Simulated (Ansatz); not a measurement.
# Pd: the cost of one run

Program: Ansatz 0.2.0. Level of theory: DFT PBE, scalar-relativistic, plane waves, PAW. These are calculated values, not measurements.

## (1) The structure to begin with

Symmetry: Fm-3m, No. 225, cubic system. Conventional cell: a = 3.920 Å, b = 3.920 Å, c = 3.920 Å, α = 90.00°, β = 90.00°, γ = 90.00°. Pd (site symmetry m-3m) is surrounded by 12 Pd at 2.77 Å.

Structure file:

```cif
data_structure
_symmetry_space_group_name_H-M 'P 1'
_symmetry_Int_Tables_number 1
_cell_length_a 2.7719
_cell_length_b 2.7719
_cell_length_c 2.7719
_cell_angle_alpha 60.000
_cell_angle_beta 60.000
_cell_angle_gamma 60.000
_cell_volume 15.06
loop_
_atom_site_label
_atom_site_type_symbol
_atom_site_fract_x
_atom_site_fract_y
_atom_site_fract_z
_atom_site_occupancy
Pd1 Pd 0.00000 0.00000 0.00000 1
```

## (2) Relaxing cell and atoms: Pd, no spin

input.yaml

```yaml
crystal:
  lattice:
    - [0.0, 1.96, 1.96]
    - [1.96, 0.0, 1.96]
    - [1.96, 1.96, 0.0]
  atoms:
    - { symbol: Pd, position: [0.0, 0.0, 0.0] }
scf:
  occupations: { method: methfessel_paxton, width: 0.1 }
output:
  forces: true
  stress: true
  eigenvalues: true
hamiltonian:
  xc: pbe
kpoints:
  mp_grid: { grid: [20, 20, 20] }
relax:
  f_tol: 0.005
  adjacent_minimum: "off"
  cell: { stress_tol: 0.02 }
```

Launch:

```sh
> ansatz run input.yaml --threads 4 --pin off --max-ram 12288MiB --backend cpu --events-out ev --progress --plain --runs-dir out
```

**Question.** How long does this run take on 4 threads of Arm Neoverse N1, shared host, and how much memory does it need?

About 6.7 s, with a peak of 0.33 GiB.
